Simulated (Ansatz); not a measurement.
# W: how well frozen cores do

Aim: solve W at one geometry with full-potential LAPW, frozen-core PAW and datasets made for this crystal, and see where they agree.

This is W in the fcc structure; at room conditions it is bcc.

Program: Ansatz 0.2.0. Level of theory: DFT PBEsol, scalar-relativistic. These are calculated values, not measurements.

## Step 1: Starting point

It takes space group Fm-3m (No. 225, cubic). The conventional cell has a = 4.060 Å, b = 4.060 Å, c = 4.060 Å, α = 90.00°, β = 90.00°, γ = 90.00°. W (site symmetry m-3m) is surrounded by 12 W at 2.87 Å.

As a file:

```xyz
1
Lattice="0.0000 2.0300 2.0300 2.0300 0.0000 2.0300 2.0300 2.0300 0.0000" Properties=species:S:1:pos:R:3 pbc="T T T"
W     0.0000    0.0000    0.0000
```

The geometry is a database entry used as it stands. It may stem from high pressure or temperature, or be incomplete, so it serves as a test cell.

## Step 2: Full-potential LAPW

The input, input.yaml:

```yaml
crystal:
  lattice:
    - [0.0, 2.03, 2.03]
    - [2.03, 0.0, 2.03]
    - [2.03, 2.03, 0.0]
  atoms:
    - { symbol: W, position: [0.0, 0.0, 0.0] }
kpoints:
  mp_grid: { grid: [14, 14, 14] }
  band_path:
    path:
      - [0.0, 0.0, 0.0]
      - [0.5, 0.0, 0.5]
      - [0.625, 0.25, 0.625]
      - [0.375, 0.375, 0.75]
      - [0.0, 0.0, 0.0]
      - [0.5, 0.5, 0.5]
      - [0.5, 0.25, 0.75]
      - [0.5, 0.0, 0.5]
    npoints: 14
scf:
  occupations: { method: fermi_dirac, width: 0.05 }
hamiltonian:
  xc: pbesol
  pseudopotentials: { kind: all_electron, lapw: { basis_error: 0.001 } }
output:
  forces: true
  stress: true
  eigenvalues: true
  populations: true
  dos: { projected: true, de: 0.2, e_range: [-14, 8] }
```

Run with:

```bash
> ansatz run input.yaml --threads 1 --pin off --max-ram 3072MiB --backend cpu --events-out ev --progress --plain --runs-dir out
```

The program printed:

```text
W: projections on atomic orbitals take those of the free atom 1s2 2s2 2p6 3s2 3p6 3d10 4s2 4p6 4d10 4f14 5s2 5p6 5d4 6s2, of charge +0.00 (hamiltonian.pseudopotentials.projection_atoms)
LAPW: plane waves up to 8.148 Å⁻¹, error target 1.0e-3 eV per atom; small_component_spin mean_spin; W in spheres of 1.435 Å, 38 of its electrons in bands, Dirac shells []
Engine: ansatz 0.2.0
Pseudopotentials: kind: all_electron
Pseudopotential: W, LAPW, valence charge 38, Koelling and Harmon's equation, gaussian nucleus
Functional definition: PBEsol
  exchange = pbesol_x
  correlation = pbesol_c
Crystal: 1 atoms, lattice volume = 16.731 Å³
Basis set: ecut = 252.92304610117742 eV, 169 PW (Γ), exchange–correlation at level 2
Bands: 23, of which v1, the nominal top of the filled ones, is band 19 counted from 1 (18 counted from 0)
Symmetry: 48 space group operations
Space group: Fm-3m (ITA 225), of the structure as read, at distance tolerance 2.6e-5 Å
k-points: 104 of 2744
Non-local potential: W, projectors of the file, none
Initial density: superposition of atomic densities (chi_scale 0.1, normalization cell)
Initial wavefunctions: plane waves of lowest kinetic energy (no species holds an atomic orbital)
Functional: x = pbesol(κ = 0.804, μ = 0.12345679012345678), c = pbesol(β = 0.046)
iter 1 solved again at ethr=2.19e-4 eV; its pass at ethr=1.00e-1 eV (dr2=8.34e-2 eV) is discarded
SCF iter   1: F=—  HF=-439073.688697 eV  |F-HF|=—  |Δ(HF+E_count)|=         —  Δρ=3.07e-2  dr2=8.40e-2  ethr=2.19e-4  ⟨swp⟩=2.9  Hψ=15107  notcnv=0
preconditioner: auto → Kerker (q_TF=auto, 3.128 Å⁻¹)  [metal: Δε(μ)=0.019 eV  Ē_g=29.236 eV  σ=0.050 eV  W_gap=0.09  n_scr=14 (ndim 8)  ℏωp=46.3 eV  f_vac=0.000  D(μ)=1.30/eV (n_scr^D=14)]
SCF iter   2: F=—  HF=-439073.485078 eV  |F-HF|=—  |Δ(HF+E_count)|=   2.04e-1  Δρ=1.48e-2  dr2=2.37e-2  ethr=2.19e-4  ⟨swp⟩=2.0  Hψ=7491  notcnv=0
SCF iter   3: F=—  HF=-439073.469640 eV  |F-HF|=—  |Δ(HF+E_count)|=   1.54e-2  Δρ=9.50e-3  dr2=1.09e-2  ethr=6.24e-5  ⟨swp⟩=2.0  Hψ=7100  notcnv=0
SCF iter   4: F=—  HF=-439073.465697 eV  |F-HF|=—  |Δ(HF+E_count)|=         —  Δρ=5.43e-3  dr2=4.08e-3  ethr=2.88e-5  ⟨swp⟩=2.0  Hψ=7100  notcnv=0
the basis was enlarged: its passes take 234.2 KiB over the memory plan, 1 of 1 planned eigensolver slots
iter 5 solved again at ethr=8.59e-7 eV; its pass at ethr=1.07e-5 eV (dr2=3.26e-4 eV) is discarded
SCF iter   5: F=—  HF=-439073.465528 eV  |F-HF|=—  |Δ(HF+E_count)|=   1.69e-4  Δρ=1.39e-3  dr2=3.26e-4  ethr=8.59e-7  ⟨swp⟩=2.0  Hψ=11984  notcnv=0
SCF iter   6: F=—  HF=-439073.465547 eV  |F-HF|=—  |Δ(HF+E_count)|=   1.97e-5  Δρ=3.34e-4  dr2=1.71e-5  ethr=8.58e-7  ⟨swp⟩=2.0  Hψ=7100  notcnv=0
SCF iter   7: F=—  HF=-439073.465546 eV  |F-HF|=—  |Δ(HF+E_count)|=   1.14e-6  Δρ=9.13e-5  dr2=1.52e-6  ethr=4.50e-8  ⟨swp⟩=2.0  Hψ=7100  notcnv=0
SCF iter   8: F=-439073.465546 eV  HF=-439073.465546 eV  |F-HF|=2.03e-8  |Δ(HF+E_count)|=   2.87e-7  Δρ=2.07e-5  dr2=6.26e-8  ethr=3.99e-9  ⟨swp⟩=2.0  Hψ=7100  notcnv=0
SCF 1 converged in 8 iterations: F = -439073.465546 eV  dr2 = 6.26e-8
NSCF: frozen V_eff on 99 k-points
SCF converged after 8 iterations
Free energy (F): -439073.465546 eV
Harris-Foulkes:  -439073.465546 eV  (|F-HF|=2.03e-8)
Internal energy: -439073.455013 eV  (E = F + TS)
E sigma→0 (E₀):  -439073.460279 eV
Entropy (-TS):   -0.010533 eV (-10.533 meV/atom)
Fermi energy:    26.820463 eV
--- Per-component energies (eV) ---
  E_band       = -2083.236988
  E_kinetic    = 491692.439425
  E_xc         = -8702.904480
  E_electrostatic = -922062.989958  (all electrons and nuclei)
  E_smearing   = -0.010533  (= −TS)
  E_closure    = 0.000000  (closes the sum)
  E_atoms      = -439061.712185  (free atoms, spherical and without spin; not in F)
  Σ components = -439073.465546   (vs F -439073.465546, Δ=0.00e0)
  Basis errors (estimates in eV, not in F): energy 2.2e-4 per atom: plane waves 1.8e-4 (9.3e-5 summed), levels above the bands 6.1e-97, relativity 5.1e-8, radial functions 3.3e-5, core shells 6.0e-7; eigenvalues (radial functions only) 3.6e-6; not estimated: angular momenta, meshes, grids; target (lapw.basis_error) 1.0e-3; muffin-tin radii W 1.435 Å
--- Forces (eV/Å), atoms counted from 1 ---
  atom   1  W     -0.00000000     0.00000000    -0.00000000
  max |Σ_I F_I| component: 2.14e-31 eV/Å
--- Stress (GPa, compression-positive) ---
      -12.517362      -0.000000      -0.000000
       -0.000000     -12.517362      -0.000000
       -0.000000      -0.000000     -12.517362
  P = ⅓ Tr σ = -12.5174 GPa (-125.174 kbar)
--- Band table (eV; the first three rows and the last of 104) ---
  k-point 0: bands = ["-205.6102", "-205.6102", "-205.5875", "-205.5875", "-205.5875", "-46.7572", "-10.4469", "-10.4469", "-10.4469", "-0.9757", "-0.9757", "-0.9757", "-0.9602", "-0.9278", "-0.9278", "-0.9278", "17.9457", "26.2953", "26.2953", "26.2953", "29.3290", "29.3290", "39.6113"]
  k-point 1: bands = ["-205.6102", "-205.6102", "-205.5875", "-205.5875", "-205.5875", "-46.7523", "-10.5040", "-10.4542", "-10.4542", "-0.9760", "-0.9747", "-0.9747", "-0.9589", "-0.9297", "-0.9297", "-0.9277", "18.1648", "26.1303", "26.3972", "26.3972", "29.2388", "29.2388", "40.0437"]
  k-point 2: bands = ["-205.6102", "-205.6102", "-205.5875", "-205.5875", "-205.5875", "-46.7388", "-10.6617", "-10.4747", "-10.4747", "-0.9769", "-0.9721", "-0.9721", "-0.9549", "-0.9348", "-0.9348", "-0.9275", "18.7832", "25.7432", "26.6314", "26.6314", "29.0849", "29.0849", "41.0353"]
  k-point 103: bands = ["-205.6102", "-205.6102", "-205.5875", "-205.5875", "-205.5875", "-46.6266", "-11.2261", "-11.0879", "-10.8536", "-0.9637", "-0.9604", "-0.9603", "-0.9595", "-0.9584", "-0.9561", "-0.9236", "23.0695", "24.2544", "25.5623", "28.2932", "32.4809", "36.7578", "36.7670"]
--- Löwdin populations: 1 site ---
  site symbol       q [e]
     0      W     73.8751
  spilling = 0.001687 (of n_electrons = 74.000000)
```

Run time: 8.6 s. Hardware: 1 thread of Intel Xeon 6975P-C (Granite Rapids), shared host; peak memory 0.36 GiB.

This run gives: pressure -12.52 GPa; no gap.

At the corners of the path (eV, zero at the Fermi level):

| point | band 16 | band 17 | band 18 | band 19 | band 20 | band 21 | band 22 |
| --- | --- | --- | --- | --- | --- | --- | --- |
| Γ | -27.75 | -8.87 | -0.53 | -0.53 | -0.53 | 2.51 | 2.51 |
| X | -27.74 | -5.34 | -4.38 | 2.99 | 4.89 | 5.65 | 5.65 |
| U | -27.74 | -4.23 | -3.18 | -0.11 | 2.58 | 4.57 | 7.49 |
| K | -27.74 | -4.23 | -3.18 | -0.11 | 2.58 | 4.57 | 7.49 |
| Γ | -27.75 | -8.87 | -0.53 | -0.53 | -0.53 | 2.51 | 2.51 |
| L | -27.75 | -5.48 | -0.75 | -0.75 | 0.63 | 4.93 | 4.93 |
| W | -27.74 | -3.62 | -1.95 | -1.95 | 1.26 | 5.66 | 9.92 |
| X | -27.74 | -5.34 | -4.38 | 2.99 | 4.89 | 5.65 | 5.65 |

States per cell, counted by energy window (eV from the Fermi level, on a grid of 0.20 eV):

| from | to | total | W 5d | W 6s |
| --- | --- | --- | --- | --- |
| -9 | -8 | 0.02 | 0.00 | 0.02 |
| -8 | -7 | 0.08 | 0.00 | 0.07 |
| -7 | -6 | 0.14 | 0.02 | 0.11 |
| -6 | -5 | 0.36 | 0.16 | 0.19 |
| -5 | -4 | 0.86 | 0.63 | 0.21 |
| -4 | -3 | 0.92 | 0.83 | 0.07 |
| -3 | -2 | 0.94 | 0.89 | 0.02 |
| -2 | -1 | 1.19 | 1.06 | 0.07 |
| -1 | 0 | 1.30 | 1.14 | 0.10 |
| 0 | 1 | 0.98 | 0.89 | 0.04 |
| 1 | 2 | 0.94 | 0.88 | 0.03 |
| 2 | 3 | 0.73 | 0.68 | 0.02 |
| 3 | 4 | 0.71 | 0.67 | 0.02 |
| 4 | 5 | 1.10 | 1.03 | 0.04 |

## Step 3: Frozen-core PAW

Edit input.yaml of step 2 so:

```diff
@@ -24,3 +24,3 @@
   xc: pbesol
-  pseudopotentials: { kind: all_electron, lapw: { basis_error: 0.001 } }
+  pseudopotentials: { kind: paw }
 output:
@@ -29,3 +29,9 @@
   eigenvalues: true
+  efg: { contact_densities: true }
   populations: true
+  bader: true
   dos: { projected: true, de: 0.2, e_range: [-14, 8] }
+  write_density: true
+  write_potential: true
+  elf: true
+  volumetric_format: npy
```

Run with:

```bash
> ansatz run input.yaml --threads 1 --pin off --max-ram 3072MiB --backend cpu --events-out ev --progress --plain --runs-dir out
```

The program printed, cut to the lines that bear on the results:

```text
W: output.efg is read without spin–orbit coupling, which moves field gradients at and beside such atoms by some per cent and up to a factor of two; PAW files take it under magnetization.noncollinear and magnetization.spin_orbit
[...]
Pseudopotentials: kind: paw
Pseudopotential: W, paw, valence charge 14, recommended cutoff 420 eV (normal)
[... 1 set-up line as earlier in the session ...]
[...]
Crystal: 1 atoms, lattice volume = 16.731 Å³
Basis set: ecut = 420 eV, 331 PW (Γ), exchange–correlation on 40×40×40 points (8 copies of the dense FFT grid, shifted against one another)
Bands: 11, of which v1, the nominal top of the filled ones, is band 7 counted from 1 (6 counted from 0)
[... 2 set-up lines as earlier in the session ...]
k-points: 104 of 2744
[...]
  atom   1  W     -0.00000000    -0.00000000     0.00000000
[...]
--- Stress (GPa, compression-positive) ---
      -12.620651       0.000000       0.000000
        0.000000     -12.620651      -0.000000
        0.000000       0.000000     -12.620651
  P = ⅓ Tr σ = -12.6207 GPa (-126.207 kbar)
--- PAW observables at the nuclei: V_zz in 10²¹ V/m², potentials from the cell's mean, atoms counted from 1 ---
  atom   1  W  V_zz =    +0.000000   η = 0.0000   by run symmetry: forbidden
            electrostatic potential = -14819.722779 V   contact ρ = 8810983.406606 e/Å³
--- Band table (eV; the first three rows and the last of 104) ---
  k-point 0: bands = ["-52.9535", "-16.6369", "-16.6369", "-16.6369", "11.7552", "20.1029", "20.1029", "20.1029", "23.1357", "23.1357", "33.4376"]
[...]
--- Löwdin populations: 1 site ---
  site symbol       q [e]
     0      W     13.8694
  spilling = 0.009328 (of n_electrons = 14.000000)
--- Bader charges: 1 site ---
  site symbol  charge [e]  shift [e]
     0      W      0.0000     0.0000
  estimated error of the sums over rays = 8.2e-7 e
```

Wall time 4.6 s (1 thread of Intel Xeon 6975P-C (Granite Rapids), shared host); peak memory 0.42 GiB.

Result: pressure -12.62 GPa; no gap.

The fields are shown in the conventional cell of this run's space group, carried over from its grid by interpolation.

Density in a lattice plane of the grid's cell (edges 4.06 and 4.06 Å, at 0.000 of the third edge), which holds W.

Ten even steps from ' ' (0.19 e/Å³) to '@' (5.18 e/Å³):
```
%%@@@@##==::                          ::==##@@@@
@@@@%%++--..                          ..--++%%@@
****++--..                              ..--++**
::::::..                                  ..::::
                                                
                  ..::::::::::..                
                ..--++******++--..              
              ..--++%%@@@@@@%%++--..            
              ::==##@@@@%%@@@@##==::            
              ::++%%@@%%**%%@@%%++::            
              ::==##@@@@%%@@@@##==::            
              ..--++%%@@@@@@%%++--..            
                ..--++******++--..              
                  ..::::::::::..                
                                                
::::::..                                  ..::::
****++--..                              ..--++**
@@@@%%++--..                          ..--++%%@@
%%@@@@##==::                          ::==##@@@@
**%%@@%%++::                          ::++%%@@%%
```
Columns run along the first of these edges and rows up along the second, over one cell in 24 and 20 even steps from the bottom left corner. Atoms in the plane (fractional): W at (0.00, 0.00), W at (0.50, 0.50).

ELF in the same plane.

Ten even steps from ' ' (0.00) to '@' (0.69):
```
::==%%@@%%++--::--==++++++++++==--::--++%%@@##==
##%%@@@@##==----==++++++++++++++==----==##@@@@%%
@@@@@@##++----==++++====--====++++==----++##@@@@
****++==----==++====--::::::--====++==----==++**
----------==++==------------------======--------
::::--====++==----==++******++==----==++====--::
--====++++==----++##@@@@@@@@@@##++----==++++====
++++++++==----==##@@@@%%##%%@@@@##==----==++++++
++++++==--::--++%%@@%%==::==##@@%%++--::--==++++
++++++==--::--++%%@@**..  ..**@@%%++--::--==++++
++++++==--::--++%%@@##==::==%%@@%%++--::--==++++
++++++++==----==##@@@@%%##%%@@@@##==----==++++++
--====++++==----++##@@@@@@@@@@##++----==++++====
::::--====++==----==++******++==----==++====--::
----------======------------------==++==--------
****++==----==++====--::::::--====++==----==++**
@@@@@@##++----==++++====--====++++==----++##@@@@
##%%@@@@##==----==++++++++++++++==----==##@@@@%%
::==##@@%%++--::--==++++++++++==--::--++%%@@%%==
  ..**@@%%++--::--==++++++++++==--::--++%%@@**..
```
Columns run along the first of these edges and rows up along the second, over one cell in 24 and 20 even steps from the bottom left corner. Atoms in the plane (fractional): W at (0.00, 0.00), W at (0.50, 0.50).

Both are smooth fields of the valence electrons: close to the nuclei they are not physical.

Outside the cores ELF peaks at 0.55 between the atoms, 1.7 Å from W.

## Step 4: Datasets made for this crystal

Edit input.yaml of step 3 so:

```diff
@@ -19,3 +19,3 @@
       - [0.5, 0.0, 0.5]
-    npoints: 14
+    npoints: 8
 scf:
@@ -24,3 +24,3 @@
   xc: pbesol
-  pseudopotentials: { kind: paw }
+  pseudopotentials: { kind: all_electron, datasets: crystal }
 output:
@@ -30,8 +30 @@
   efg: { contact_densities: true }
-  populations: true
-  bader: true
-  dos: { projected: true, de: 0.2, e_range: [-14, 8] }
-  write_density: true
-  write_potential: true
-  elf: true
-  volumetric_format: npy
```

Run with:

```bash
> ansatz run input.yaml --threads 1 --pin off --max-ram 3072MiB --backend cpu --events-out ev --progress --plain --runs-dir out
```

The program printed, cut to the lines that bear on the results:

```text
[...]
W: output.efg is read without spin–orbit coupling, which moves field gradients at and beside such atoms by some per cent and up to a factor of two; PAW files take it under magnetization.noncollinear and magnetization.spin_orbit
[...]
[... 1 set-up line as earlier in the session ...]
Pseudopotential: W, paw, valence charge 28, recommended cutoff 300 eV (normal), Koelling and Harmon's equation, gaussian nucleus
[... 1 set-up line as earlier in the session ...]
[...]
Crystal: 1 atoms, lattice volume = 16.731 Å³
Basis set: ecut = 300 eV, 181 PW (Γ), exchange–correlation on 36×36×36 points (8 copies of the dense FFT grid, shifted against one another)
Bands: 7, of which v1, the nominal top of the filled ones, is band 3 counted from 1 (2 counted from 0)
[... 2 set-up lines as earlier in the session ...]
k-points: 104 of 2744
[...]
Fermi energy:    26.820452 eV
[...]
  The terms above E_closure are by the made datasets' own strengths, without shells solved beside the bands.
--- Forces (eV/Å), atoms counted from 1 ---
  atom   1  W      0.00000000     0.00000000     0.00000000
[...]
--- Stress (GPa, compression-positive) ---
      -12.517364      -0.000000       0.000000
        0.000000     -12.517364      -0.000000
        0.000000      -0.000000     -12.517364
  P = ⅓ Tr σ = -12.5174 GPa (-125.174 kbar)
  It holds what live shells' own plane waves past their cutoff add
--- PAW observables at the nuclei: V_zz in 10²¹ V/m², potentials from the cell's mean, atoms counted from 1 ---
  atom   1  W  V_zz =    +0.000000   η = 0.0000   by run symmetry: forbidden
            electrostatic potential = -14816.934061 V   contact ρ = 8806513.579391 e/Å³
--- Band table (eV; the first three rows and the last of 104) ---
  k-point 0: bands = ["17.9457", "26.2953", "26.2953", "26.2953", "29.3291"]
[...]
```

It took 5.8 s on 1 thread of Intel Xeon 6975P-C (Granite Rapids), shared host; peak memory 0.43 GiB.

In short: pressure -12.52 GPa; no gap.

| atom | contact density (e/Å³) |
| --- | --- |
| W | 8806514 |

## Step 5: The methods compared

| method | pressure (GPa) | SCF cycles, all passes |
| --- | --- | --- |
| LAPW | -12.52 | 8 |
| PAW | -12.62 | 6 |
| crystal datasets | -12.52 | 7 |

## Step 6: Outcome

| quantity | value |
| --- | --- |
| pressure | LAPW -12.52, PAW -12.62, crystal datasets -12.52 GPa |
| gap (LAPW) | none |
| highest ELF (PAW) | 0.55, 1.71 Å from W |

**Reading.** At this geometry the cell is under tension of 12.5 GPa, so it would shrink if let go. There is no gap at this level; the crystal is a metal here. W 5d carries the largest share, 95 %, of the projected states within 0.3 eV of the Fermi level. The projection holds only the free atom's occupied shells (W 6s, W 5d in this range). In pressure, PAW differs from LAPW by -0.10 GPa. LAPW took about 1.9 times as long as PAW (8.6 s against 4.6 s, on a shared host and with the outputs that each input asks for). Spin-orbit coupling is left out, though the cell holds W; in elements this heavy it can shift bands and gaps by tenths of an eV.
